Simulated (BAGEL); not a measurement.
**N2H4 (hydrazine) at HF/STO-3G (density fitting with qzvpp-jkfit)**

Aim: the electronic atomisation energy of N2H4 (hydrazine) at HF/STO-3G (density fitting with qzvpp-jkfit), from 3 runs. 

The calculation is run with BAGEL 1.2.2.

8 further runs of the same task are left out: 8 set aside as unsound or not needed.

### Step 1. Starting point

N2H4 has 6 atoms, charge 0, and is taken as a singlet. SMILES: `NN`. Geometry: relaxed at PBE0-D4/def2-TZVP. This is one conformer, not always the lowest.

Bond lengths: N1–N2 1.415 Å, N1–H3 1.014 Å, N1–H4 1.011 Å, N2–H5 1.014 Å, N2–H6 1.011 Å. Angles: N1–N2–H5 112.7°, N1–N2–H6 108.2°, N2–N1–H3 112.7°, N2–N1–H4 108.2°, H5–N2–H6 108.3°, H3–N1–H4 108.3°.

### Step 2. A single-point energy at HF/STO-3G (density fitting with qzvpp-jkfit)

input.json reads:

```json
{ "bagel" : [

{
  "title" : "molecule",
  "basis" : "sto-3g",
  "df_basis" : "qzvpp-jkfit",
  "angstrom" : true,
  "geometry" : [
    { "atom" : "N", "xyz" : [   -0.135100,   -0.701700,    0.195900 ] },
    { "atom" : "N", "xyz" : [    0.447300,    0.583800,    0.089900 ] },
    { "atom" : "H", "xyz" : [   -1.076200,   -0.737600,   -0.180500 ] },
    { "atom" : "H", "xyz" : [    0.438700,   -1.352200,   -0.322700 ] },
    { "atom" : "H", "xyz" : [    0.103900,    1.104700,   -0.709700 ] },
    { "atom" : "H", "xyz" : [    0.221500,    1.102900,    0.927100 ] }
  ]
},
{
  "title" : "hf"
},
{
  "title" : "print",
  "file" : "orbitals.molden",
  "orbitals" : true
}

]}
```

On the command line:

```console
$ BAGEL_NUM_THREADS=1 BAGEL input.json > input.out
```

What it wrote:

```text
* using 1 threads per process

  ===============================================================
  ===============================================================

  *** Geometry ***

  { "atom" : "N", "xyz" : [     -0.255302,     -1.326021,      0.370197 ] },
  { "atom" : "N", "xyz" : [      0.845274,      1.103222,      0.169886 ] },
  { "atom" : "H", "xyz" : [     -2.033723,     -1.393862,     -0.341096 ] },
  { "atom" : "H", "xyz" : [      0.829023,     -2.555288,     -0.609815 ] },
  { "atom" : "H", "xyz" : [      0.196343,      2.087580,     -1.341139 ] },
  { "atom" : "H", "xyz" : [      0.418574,      2.084179,      1.751965 ] },

  Number of auxiliary basis functions:      226

  Since a DF basis is specified, we compute 2- and 3-index integrals:
    o Being stored without compression. Storage requirement is 0.000 GB

  Number of basis functions:       14
  Number of electrons      :       18

    * METHOD: MOLECULE                             0.04

  *** RHF ***

  === Nuclear Repulsion ===
    41.8337110163

      * DIIS with orbital gradients will be used.

  === RHF iteration (sto-3g) ===
      0       -109.72957263          0.01306407           0.00
      1       -109.74265142          0.00242688           0.00
      2       -109.74358462          0.00090043           0.00
      3       -109.74376231          0.00011593           0.00
      4       -109.74376485          0.00001277           0.00
      5       -109.74376488          0.00000283           0.00
      6       -109.74376488          0.00000060           0.00
      7       -109.74376488          0.00000008           0.00
      8       -109.74376488          0.00000001           0.00
      9       -109.74376488          0.00000000           0.00
    * SCF iteration converged.

    * Permanent dipole moment:
           (    0.582642,    -0.219998,     0.533435) a.u.

    * METHOD: HF                                   0.04

    * METHOD: PRINT                                0.00

  ===============================================================
```

Wall time 0.32 s (1 thread of Intel Xeon Platinum 8488C (Sapphire Rapids), shared host).

### Step 3. The H atom

hf.json reads:

```json
{ "bagel": [

{
  "title": "molecule",
  "basis": "sto-3g",
  "df_basis": "qzvpp-jkfit",
  "angstrom": true,
  "geometry": [
    { "atom": "H", "xyz": [    0.000000,    0.000000,    0.000000 ] }
  ]
},
{ "title": "uhf", "nopen": 1 },
{ "title": "print", "file": "orbitals.molden", "orbitals": true }

]}
```

Run the same way, it converges to -0.46658 Eh (log not shown).

### Step 4. The N atom, same level

input.json reads:

```json
{ "bagel" : [

{
  "title" : "molecule",
  "basis" : "sto-3g",
  "df_basis" : "qzvpp-jkfit",
  "angstrom" : "true",
  "geometry" : [
    { "atom" : "N", "xyz" : [       0.000000,       0.000000,       0.000000 ] }
  ]
},

{ "title" : "uhf", "charge" : 0, "nopen" : 3 },

{ "title" : "print", "file" : "orbitals.molden", "orbitals" : "true" }

]}
```

Run the same way, it converges to -53.71912 Eh (log not shown).

### Step 5. Outcome

At HF/STO-3G (density fitting with qzvpp-jkfit):

```
                     quantity          value
       molecule: total energy  -109.74376 Eh
      molecule: dipole moment         2.08 D
        molecule: HOMO energy       -9.14 eV
        molecule: LUMO energy       16.54 eV
      molecule: HOMO–LUMO gap       25.68 eV
         H atom: total energy    -0.46658 Eh
        H atom: dipole moment         0.00 D
                 H atom: ⟨S²⟩          0.750
         N atom: total energy   -53.71912 Eh
        N atom: dipole moment         0.00 D
                 N atom: ⟨S²⟩          3.750
electronic atomisation energy      11.951 eV
```

In words: Taking the molecule apart into free atoms costs 11.95 eV (276 kcal/mol), before zero-point energy and without spin-orbit coupling. Hartree–Fock lacks the correlation of the bonding pairs, which as a rule makes this value much too low; in minimal bases other errors can mask that. In a minimal basis such a difference can be off by several eV, whatever the method.
